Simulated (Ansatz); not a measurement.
# Ge₂O (triplet): the correlation ladder, cc-pVDZ

An exercise on one series of results from a longer session: the logs are not shown, and one member is left open.

The runs use Ansatz 0.2.0, Gaussian basis; cc-pVDZ, core rule «outside noble gas», up to 29 orbitals frozen.

To be run: UHF; CCSD(T) on ROHF; CCSD(T) on UHF; BCCD(T) on ROHF; CISD; CCSDT(Q) on ROHF; CCSDT(Q) on UHF.

8 further runs of the same task are left out: 4 for a known fault of the program, 4 set aside as unsound or not needed.

## The system

The geometry is a PBE0/def2-TZVP stationary point (not a proven minimum) of the parent state, kept for this charge and spin. No spin-orbit coupling is included. The filled d shell of Ge may be among the frozen orbitals whatever the setting's name suggests; the logs give the count.

3 atoms, charge 0, spin multiplicity 3.

Atoms are counted from 1 here; the program's logs count them from 0.

Bond lengths: Ge1–O2 1.760 Å, O2–Ge3 1.760 Å. Angles: Ge1–O2–Ge3 180.0°.

Set-up of the first run:

in.yaml

```yaml
crystal:
  periodic: [false, false, false]
  atoms:
    - {symbol: Ge, position_ang: [0.000000, 0.000000, 1.760100]}
    - {symbol: O, position_ang: [0.000000, 0.000000, 0.000000]}
    - {symbol: Ge, position_ang: [0.000000, 0.000000, -1.760100]}
basis:
  gaussian: {orbitals: cc-pVDZ}
magnetization: {spin_polarized: true, initial_magnetization: 2}
hamiltonian: {xc: hf}
output: {orbitals: {seedname: orbitals}}
```

On the command line:

```bash
ansatz run in.yaml --threads 1 --pin off --events-out ev --progress --plain --max-ram 4096MiB --backend cpu
```

Among the steps run: UHF; CCSD(T) on ROHF; CCSD(T) on UHF; BCCD(T) on ROHF; CISD; CCSDT(Q) on ROHF; CCSDT(Q) on UHF.

One of the session's tables, all rows but one given; the rest of the session is left out.

```
   method  from RCCSDT(Q) (kJ/mol)
      UHF                   +902.3
     RMP2                    +96.6
     UMP2                   +116.7
    RCCSD                    +62.1
    UCCSD                    +52.9
 RCCSD(T)                        ?
 UCCSD(T)                    +20.1
  BCCD(T)                    +12.2
   RCCSDT                     +7.1
   UCCSDT                     +8.5
RCCSDT(Q)                        0
UCCSDT(Q)                     -0.9
```

**Question.** Estimate the row for RCCSD(T).

The run gave: from RCCSDT(Q) (kJ/mol): +12.3. In the column «from RCCSDT(Q) (kJ/mol)» it lies between BCCD(T) (+12.2) and UCCSD(T) (+20.1).

Not comparable, so not listed: CISD (they don't share determinant, frozen orbitals or solution with the rows shown, or repeat one).

To keep in mind: The report flags that the cluster equations may have other roots. Left out of the table: ROHF (another determinant or state than the rows shown). The program flags RCCSD(T), BCCD(T), RCCSDT(Q) as in doubt, so the zero of the table is itself unsure. Warnings: coupled cluster took another determinant than the lowest. Restricted and unrestricted rows rest on different reference determinants; where their highest levels disagree by more than a few hundredths of an eV, they describe different states and don't form one ladder.
